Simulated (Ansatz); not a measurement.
# One shape, several levels: C3H4AlF (SMILES C#[C][Al]([CH3])[F])

Wanted: a comparison of 6 runs (HF/STO-3G, HF/3-21G, B3LYP/6-31G*, PBE/cc-pVDZ, MP2/pcseg-1) of C3H4AlF. 

The calculation is run with Ansatz 0.2.0.

5 further runs of the same task are left out: 3 for a known fault of the program, 1 that didn't finish, 1 set aside as unsound or not needed.

## 1. The system as given

C3H4AlF has 9 atoms, charge 0, and is taken as a singlet. SMILES: `C#[C][Al]([CH3])[F]`. The shape is that of a PBE0-D4/def2-TZVP optimisation.

Bond lengths: C1–C2 1.210 Å, C2–Al3 1.900 Å, Al3–C4 1.931 Å, Al3–F5 1.650 Å, C1–H6 1.067 Å, C4–H7 1.094 Å, C4–H8 1.094 Å, C4–H9 1.092 Å. Some angles: C1–C2–Al3 177.8°, C2–Al3–C4 124.6°, C2–Al3–F5 116.1°, C4–Al3–F5 119.2°, C2–C1–H6 179.6°, Al3–C4–H7 110.8°, Al3–C4–H8 110.9°, Al3–C4–H9 112.0°, H7–C4–H8 106.6°, H7–C4–H9 108.1°.

## 2. Energy and forces at HF/STO-3G (run 1)

File in.yaml:

```yaml
basis:
  gaussian:
    orbitals: STO-3G
crystal:
  periodic: [false, false, false]
  atoms:
    - {symbol: C, position_ang: [0.214800, 2.769900, 0.344200]}
    - {symbol: C, position_ang: [0.305500, 1.631300, -0.055000]}
    - {symbol: Al, position_ang: [0.406600, -0.178300, -0.626600]}
    - {symbol: C, position_ang: [-0.438400, -1.662200, 0.274100]}
    - {symbol: F, position_ang: [1.286200, -0.460300, -1.993400]}
    - {symbol: H, position_ang: [0.139200, 3.776200, 0.690400]}
    - {symbol: H, position_ang: [-1.159600, -2.156900, -0.383600]}
    - {symbol: H, position_ang: [0.298900, -2.419800, 0.555700]}
    - {symbol: H, position_ang: [-0.964600, -1.346100, 1.177300]}
output: {forces: true, orbitals: {seedname: orbitals}}
accuracy: high
hamiltonian:
  xc: hf
magnetization:
  spin_polarized: false
  initial_magnetization: 0
```

Launch:

```sh
$ ansatz run in.yaml --threads 1 --pin off --max-ram 2610MiB --events-out events.jsonl --progress --plain --runs-dir runs
```

Log:

```text
Warning: RAYON_NUM_THREADS=1 ignored (pool sized by the plan → 1); use --threads N
Functional definition: HF
  name "HF"
  exchange = exact_x
  correlation = 0
650 factors; integrals over basis functions are off by at most 2.0e-8 eV
mean field evaluation 1: about -12286.1973 eV, gradient 2.3e1 eV
mean field evaluation 2: about -12286.2407 eV, gradient 2.3e1 eV
mean field evaluation 4: about -12288.6624 eV, gradient 1.8e0 eV
mean field evaluation 8: about -12288.6752 eV, gradient 5.9e-2 eV
mean field -12288.67520249 eV, -451.6004841282 hartree, gradient 3.0e-8 eV, S^2 0.000000; 0 other end points of the search recorded, 0 dependent functions left out
the calculation of the forces begins
reference -12288.67520249 eV, -451.6004841282 hartree; 22, 22 occupied and 11, 11 virtual orbitals, 650 factors
Total energy: -12288.67520249 eV, -451.6004841282 hartree
Atom 0 at     0.214800     2.769900     0.344200 Å, force     0.375795    -4.354695    -1.568698 eV/Å
Atom 1 at     0.305500     1.631300    -0.055000 Å, force    -0.385266     3.289266     1.334186 eV/Å
Atom 2 at     0.406600    -0.178300    -0.626600 Å, force     0.515163    -0.084973    -0.781525 eV/Å
Atom 3 at    -0.438400    -1.662200     0.274100 Å, force     0.330095     0.551283    -0.394859 eV/Å
Atom 4 at     1.286200    -0.460300    -1.993400 Å, force    -0.938901     0.308299     1.461335 eV/Å
Atom 5 at     0.139200     3.776200     0.690400 Å, force     0.005155    -0.034774    -0.015885 eV/Å
Atom 6 at    -1.159600    -2.156900    -0.383600 Å, force     0.267305     0.234448     0.363893 eV/Å
Atom 7 at     0.298900    -2.419800     0.555700 Å, force    -0.362226     0.347213    -0.038837 eV/Å
Atom 8 at    -0.964600    -1.346100     1.177300 Å, force     0.192881    -0.256066    -0.359609 eV/Å
Dipole moment:    -0.092188    -0.097771     0.113936 e Å
```

Run time: 1.3 s. Hardware: 1 thread of Intel Xeon Platinum 8488C (Sapphire Rapids), shared host.

## 3. Energy and forces at HF/3-21G (run 2)

File in.yaml:

```yaml
crystal:
  periodic: [false, false, false]
  atoms:
    - symbol: C
      position_ang: [0.214800, 2.769900, 0.344200]
    - symbol: C
      position_ang: [0.305500, 1.631300, -0.055000]
    - symbol: Al
      position_ang: [0.406600, -0.178300, -0.626600]
    - symbol: C
      position_ang: [-0.438400, -1.662200, 0.274100]
    - symbol: F
      position_ang: [1.286200, -0.460300, -1.993400]
    - symbol: H
      position_ang: [0.139200, 3.776200, 0.690400]
    - symbol: H
      position_ang: [-1.159600, -2.156900, -0.383600]
    - symbol: H
      position_ang: [0.298900, -2.419800, 0.555700]
    - symbol: H
      position_ang: [-0.964600, -1.346100, 1.177300]
basis:
  gaussian: {orbitals: 3-21G.json}
output: {forces: true, orbitals: {seedname: orbitals}}
hamiltonian: {xc: hf}
accuracy: high
```

The basis set 3-21G is read from a file made from the Basis Set Exchange's data (not shown).

Launch:

```sh
$ ansatz run in.yaml --threads 1 --pin off --max-ram 2610MiB --events-out events.jsonl --progress --plain --runs-dir runs
```

Log:

```text
Warning: RAYON_NUM_THREADS=1 ignored (pool sized by the plan → 1); use --threads N
Functional definition: HF
  name "HF"
  exchange = exact_x
  correlation = 0
1283 factors; integrals over basis functions are off by at most 2.3e-8 eV
mean field evaluation 1: about -12373.9409 eV, gradient 3.5e1 eV
mean field evaluation 2: about -12374.2284 eV, gradient 3.6e1 eV
mean field evaluation 4: about -12376.8895 eV, gradient 2.6e0 eV
mean field evaluation 8: about -12376.9288 eV, gradient 3.0e-1 eV
mean field evaluation 16: about -12376.9292 eV, gradient 1.6e-8 eV
mean field -12376.92923105 eV, -454.8437598573 hartree, gradient 7.3e-8 eV, S^2 0.000000; 0 other end points of the search recorded, 0 dependent functions left out
the calculation of the forces begins
reference -12376.92923105 eV, -454.8437598573 hartree; 22, 22 occupied and 35, 35 virtual orbitals, 1283 factors
Total energy: -12376.92923105 eV, -454.8437598573 hartree
Atom 0 at     0.214800     2.769900     0.344200 Å, force     0.076278    -0.509162    -0.230238 eV/Å
Atom 1 at     0.305500     1.631300    -0.055000 Å, force    -0.183231     1.578280     0.637414 eV/Å
Atom 2 at     0.406600    -0.178300    -0.626600 Å, force     0.220630     0.090186    -0.299425 eV/Å
Atom 3 at    -0.438400    -1.662200     0.274100 Å, force    -0.283172    -0.552769     0.276251 eV/Å
Atom 4 at     1.286200    -0.460300    -1.993400 Å, force     0.105958    -0.102155    -0.181367 eV/Å
Atom 5 at     0.139200     3.776200     0.690400 Å, force     0.039045    -0.560574    -0.188587 eV/Å
Atom 6 at    -1.159600    -2.156900    -0.383600 Å, force     0.100102     0.058878     0.171417 eV/Å
Atom 7 at     0.298900    -2.419800     0.555700 Å, force    -0.174772     0.110193    -0.004420 eV/Å
Atom 8 at    -0.964600    -1.346100     1.177300 Å, force     0.099163    -0.112876    -0.181045 eV/Å
Dipole moment:    -0.249269     0.087143     0.388246 e Å
```

Wall time 1.8 s (1 thread of Intel Xeon Platinum 8488C (Sapphire Rapids), shared host).

Run 3 isn't shown in full; the table further down has it.

## 4. Energy and forces at B3LYP/6-31G(d) (Cartesian functions) (run 4)

File input.yaml:

```yaml
crystal:
  periodic: [false, false, false]
  atoms:
    - {symbol: C, position_ang: [0.214800, 2.769900, 0.344200]}
    - {symbol: C, position_ang: [0.305500, 1.631300, -0.055000]}
    - {symbol: Al, position_ang: [0.406600, -0.178300, -0.626600]}
    - {symbol: C, position_ang: [-0.438400, -1.662200, 0.274100]}
    - {symbol: F, position_ang: [1.286200, -0.460300, -1.993400]}
    - {symbol: H, position_ang: [0.139200, 3.776200, 0.690400]}
    - {symbol: H, position_ang: [-1.159600, -2.156900, -0.383600]}
    - {symbol: H, position_ang: [0.298900, -2.419800, 0.555700]}
    - {symbol: H, position_ang: [-0.964600, -1.346100, 1.177300]}
basis:
  gaussian: {orbitals: "6-31G*"}
hamiltonian: {xc: {name: B3LYP}}
accuracy: high
output: {forces: true, orbitals: {seedname: orbitals}}
```

Launch:

```sh
$ ansatz run input.yaml --threads 1 --pin off --max-ram 2610MiB --events-out events.jsonl --progress --plain --runs-dir runs
```

Log:

```text
Warning: RAYON_NUM_THREADS=1 ignored (pool sized by the plan → 1); use --threads N
Functional definition: B3LYP
  name "B3LYP"
  parameter a0 = 0.2
  parameter ax = 0.72
  parameter ac = 0.81
  exchange = (1 - a0 - ax)*slater_x + ax*b88_x + a0*exact_x
  correlation = (1 - ac)*vwn_rpa_c + ac*lyp_c
1854 factors; integrals over basis functions are off by at most 8.7e-9 eV
mean field evaluation 1: about -12480.9315 eV, gradient 6.7e1 eV
mean field evaluation 2: about -12475.8624 eV, gradient 8.4e1 eV
mean field evaluation 4: about -12490.7039 eV, gradient 3.6e0 eV
mean field evaluation 8: about -12490.8384 eV, gradient 6.0e-1 eV
mean field evaluation 16: about -12490.8395 eV, gradient 3.5e-5 eV
mean field -12490.83945010 eV, -459.0298831960 hartree, gradient 8.7e-8 eV, S^2 0.000000; 0 other end points of the search recorded, 0 dependent functions left out
the calculation of the forces begins
reference -12490.83949312 eV, -459.0298847771 hartree; 22, 22 occupied and 65, 65 virtual orbitals, 1854 factors
Total energy: -12490.83949312 eV, -459.0298847771 hartree
Atom 0 at     0.214800     2.769900     0.344200 Å, force    -0.062559     0.789865     0.276781 eV/Å
Atom 1 at     0.305500     1.631300    -0.055000 Å, force     0.056823    -0.777014    -0.265598 eV/Å
Atom 2 at     0.406600    -0.178300    -0.626600 Å, force    -0.057899     0.179150     0.128806 eV/Å
Atom 3 at    -0.438400    -1.662200     0.274100 Å, force    -0.031624    -0.074490     0.023298 eV/Å
Atom 4 at     1.286200    -0.460300    -1.993400 Å, force     0.180737    -0.053578    -0.280341 eV/Å
Atom 5 at     0.139200     3.776200     0.690400 Å, force    -0.001655     0.066760     0.017967 eV/Å
Atom 6 at    -1.159600    -2.156900    -0.383600 Å, force    -0.083780    -0.055717    -0.044948 eV/Å
Atom 7 at     0.298900    -2.419800     0.555700 Å, force     0.058909    -0.082885     0.048608 eV/Å
Atom 8 at    -0.964600    -1.346100     1.177300 Å, force    -0.058953     0.007909     0.095428 eV/Å
Dipole moment:    -0.213431     0.050011     0.326601 e Å
```

Wall time 12 s (1 thread of Intel Xeon Platinum 8488C (Sapphire Rapids), shared host).

Run 5 isn't shown in full; the table further down has it.

## 5. Energy and gradient at MP2/pcseg-1 (run 6)

File run.yaml:

```yaml
crystal:
  periodic: [false, false, false]
  atoms:
    - symbol: C
      position_ang: [0.214800, 2.769900, 0.344200]
    - symbol: C
      position_ang: [0.305500, 1.631300, -0.055000]
    - symbol: Al
      position_ang: [0.406600, -0.178300, -0.626600]
    - symbol: C
      position_ang: [-0.438400, -1.662200, 0.274100]
    - symbol: F
      position_ang: [1.286200, -0.460300, -1.993400]
    - symbol: H
      position_ang: [0.139200, 3.776200, 0.690400]
    - symbol: H
      position_ang: [-1.159600, -2.156900, -0.383600]
    - symbol: H
      position_ang: [0.298900, -2.419800, 0.555700]
    - symbol: H
      position_ang: [-0.964600, -1.346100, 1.177300]
basis:
  gaussian: {orbitals: pcseg-1.json}
accuracy: high
correlation: {method: mp2, frozen_orbitals: {Al: 5, C: 1, F: 1, H: 0}}
output: {forces: true, orbitals: {seedname: orbitals}}
```

The basis set pcseg-1 is read from a file made from the Basis Set Exchange's data (not shown).

Launch:

```sh
$ ansatz run run.yaml --threads 1 --pin off --max-ram 2610MiB --events-out events.jsonl --progress --plain --runs-dir runs
```

Log:

```text
Warning: RAYON_NUM_THREADS=1 ignored (pool sized by the plan → 1); use --threads N
Functional definition: HF
  name "HF"
  exchange = exact_x
  correlation = 0
2119 factors; integrals over basis functions are off by at most 1.5e-8 eV
mean field evaluation 1: about -12438.4379 eV, gradient 4.1e1 eV
mean field evaluation 2: about -12438.5647 eV, gradient 4.1e1 eV
mean field evaluation 4: about -12442.3423 eV, gradient 3.7e0 eV
mean field evaluation 8: about -12442.3977 eV, gradient 9.4e-2 eV
mean field evaluation 16: about -12442.3978 eV, gradient 1.1e-8 eV
mean field -12442.39775484 eV, -457.2496837302 hartree, gradient 1.1e-8 eV, S^2 0.000000; 0 other end points of the search recorded, 0 dependent functions left out
9 core orbitals not correlated: weight in the atoms' cores, before any rotation towards them, 1.000 or more for the frozen orbitals, at most 0.000 for the correlated occupied ones
reference -12442.39775484 eV, -457.2496837302 hartree; 13, 13 occupied and 72, 72 virtual orbitals, 2119 factors
second order -17.23368647 eV of doubles, -0.00000000 eV of singles
the calculation of the forces begins
Total energy: -12459.63144131 eV, -457.8830100267 hartree
Atom 0 at     0.214800     2.769900     0.344200 Å, force    -0.158983     1.966004     0.693614 eV/Å
Atom 1 at     0.305500     1.631300    -0.055000 Å, force     0.149521    -1.987683    -0.685181 eV/Å
Atom 2 at     0.406600    -0.178300    -0.626600 Å, force    -0.465713     0.212833     0.740154 eV/Å
Atom 3 at    -0.438400    -1.662200     0.274100 Å, force    -0.018977    -0.027268     0.016695 eV/Å
Atom 4 at     1.286200    -0.460300    -1.993400 Å, force     0.568874    -0.200089    -0.888624 eV/Å
Atom 5 at     0.139200     3.776200     0.690400 Å, force    -0.008590     0.158785     0.049562 eV/Å
Atom 6 at    -1.159600    -2.156900    -0.383600 Å, force    -0.042611    -0.048532    -0.012947 eV/Å
Atom 7 at     0.298900    -2.419800     0.555700 Å, force     0.017427    -0.061188     0.026093 eV/Å
Atom 8 at    -0.964600    -1.346100     1.177300 Å, force    -0.040948    -0.012862     0.060635 eV/Å
Dipole moment:    -0.230881     0.066135     0.356237 e Å
```

It took 16 s on 1 thread of Intel Xeon Platinum 8488C (Sapphire Rapids), shared host; peak memory 0.37 GiB.

## 6. Overview of the runs

| run | level | Cartesian functions | frozen core orbitals | energy (Eh) | dipole moment (D) | HOMO energy (eV) | LUMO energy (eV) | wall time |
| --- | --- | --- | --- | --- | --- | --- | --- | --- |
| 1 | HF/STO-3G | no | – | -451.600484 | 0.85 | -8.34 | 8.02 | 1.3 s |
| 2 | HF/3-21G | no | – | -454.843760 | 2.26 | -10.95 | 2.01 | 1.8 s |
| 3 | B3LYP/6-31G* (spherical functions) | no | – | -459.024149 | 1.89 | -7.68 | -1.11 | 14 s |
| 4 | B3LYP/6-31G* (Cartesian functions) | yes | – | -459.029885 | 1.89 | -7.69 | -1.11 | 12 s |
| 5 | PBE/cc-pVDZ | no | – | -458.626176 | 1.95 | -6.92 | -1.90 | 15 s |
| 6 | MP2/pcseg-1 | no | 9 | -457.883010 | 2.06 | -11.09 | 1.62 | 16 s |

## 7. What came out

| quantity | value |
| --- | --- |
| run 6: total energy | -457.88301 Eh |
| run 6: dipole moment (correlated density) | 2.06 D |
| run 6: HOMO energy (Hartree–Fock orbitals) | -11.09 eV |
| run 6: LUMO energy (Hartree–Fock orbitals) | 1.62 eV |
| run 6: HOMO–LUMO gap (Hartree–Fock orbitals) | 12.70 eV |
| run 6: correlation energy (9 core orbitals frozen) | -633.3 mEh |
| run 6: largest force on an atom | 2.108 eV/Å |

**Reading.** The dipole moment (its size) runs from 0.85 D (HF/STO-3G) to 2.26 D (HF/3-21G). Over runs 1, 2, 3, 4, 5 the HOMO–LUMO gap runs from 5.02 eV (PBE/cc-pVDZ) to 16.36 eV (HF/STO-3G). The two ends differ in method and basis. Totals of different functionals can't be ranked against each other. In run 1 the basis is minimal, so the values are rough. All runs together took 60 s, the longest 16 s.
